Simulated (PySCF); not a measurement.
# BTe: from the state search to spectroscopic constants

One job finds the state of BTe, follows it along the bond with each method and fits the curves.

Method: B def2-TZVPP, Te def2-TZVPP with ECP28, scalar-relativistic core potentials; program: PySCF 2.14.0.

**1. Set-up**

Settings of the job:

* atoms: B, Te
* charge: 0
* basis: B def2-TZVPP, Te def2-TZVPP with ECP28
* Hamiltonian: scalar-relativistic core potentials
* basis functions: 81
* electrons treated: 29
* masses in u: 11.0093, 129.9062
* levels: PBE0, PBE, r²SCAN, PBEsol, BHandHLYP, PW91, TPSS, CAM-B3LYP, HF, MP2, SCS-MP2, CCSD, CCSD(T)
* grid: 80 radial by 434 angular points
* occupations: held fixed by the projection of orbital angular momentum
* dissociation limit: B + Te, each in its ground configuration
* starting distance in angstrom: 2.135
* values of 2S to try: 1, 3

Launch:

```bash
$ OMP_NUM_THREADS=1 python dia.py task.json out
```

Further steps of the session: The PBE0 curve of the state that the search chose; Higher solutions at PBE0; PBE (GGA); r²SCAN (meta-GGA); PBEsol (GGA); BHandHLYP (global hybrid GGA); PW91 (GGA); TPSS; CAM-B3LYP; ROHF (mean field); Adding correlation.

**Question.** What will these runs give? Wanted: for each run, Re; ωe; De; μ.

**Answer**, as computed:

Lowest PBE0 solution found, without spin–orbit coupling: ²Σ⁺ (doublet), unpaired electrons σ ↑. State 2 has its PBE0 minimum 1.22 eV higher. State 3 has its PBE0 minimum 2.43 eV higher. The other levels ran on the lowest alone.

```
       level  Re (Å)  ωe (cm⁻¹)  De (eV)  μ (D)
        ROHF   1.945        851     2.29  -0.81
    ROHF-MP2   1.940        868     4.09    n/a
ROHF-SCS-MP2   1.944        856     3.77    n/a
   ROHF-CCSD   1.948        836     3.48    n/a
ROHF-CCSD(T)   1.959        816     3.82    n/a
         PBE   1.965        795     4.37   0.36
      PBEsol   1.957        807     4.67   0.32
        PW91   1.964        795     4.39   0.34
        TPSS   1.963        798     4.13   0.26
      r²SCAN   1.952        823     4.23   0.11
        PBE0   1.949        827     4.06   0.14
   BHandHLYP   1.945        829     3.48  -0.12
   CAM-B3LYP   1.941        831     3.71   0.04
```

De is counted to B + Te in their ground configurations. A positive dipole means B(−)Te(+).

Differences from CCSD(T) in the same basis:

```
       level  Re (mÅ)  ωe (%)
        ROHF      -14    +4.3
    ROHF-MP2      -20    +6.4
ROHF-SCS-MP2      -15    +4.9
   ROHF-CCSD      -11    +2.5
         PBE       +6    -2.6
      PBEsol       -2    -1.0
        PW91       +4    -2.5
        TPSS       +4    -2.2
      r²SCAN       -7    +0.9
        PBE0      -11    +1.4
   BHandHLYP      -14    +1.6
   CAM-B3LYP      -18    +1.9
```

In words: Against CCSD(T) in the same basis, the bond length is nearest at PBEsol (-2 mÅ) and farthest at ROHF-MP2 (-20 mÅ); the wavenumber is nearest at r²SCAN (+0.9 %) and farthest at ROHF-MP2 (+6.4 %). Hartree–Fock makes the bond too short and too stiff against this reference, as it mostly does. PBE has the long and soft bond that GGAs tend to give. Among the levels with a De in the table, it runs from 2.29 eV (ROHF) to 4.67 eV (PBEsol).

Correlated steps freeze 5 core orbitals. These are scalar-relativistic numbers at best; spin–orbit coupling would shift them, the dissociation energy most. With spin–orbit coupling the term label itself may not hold.
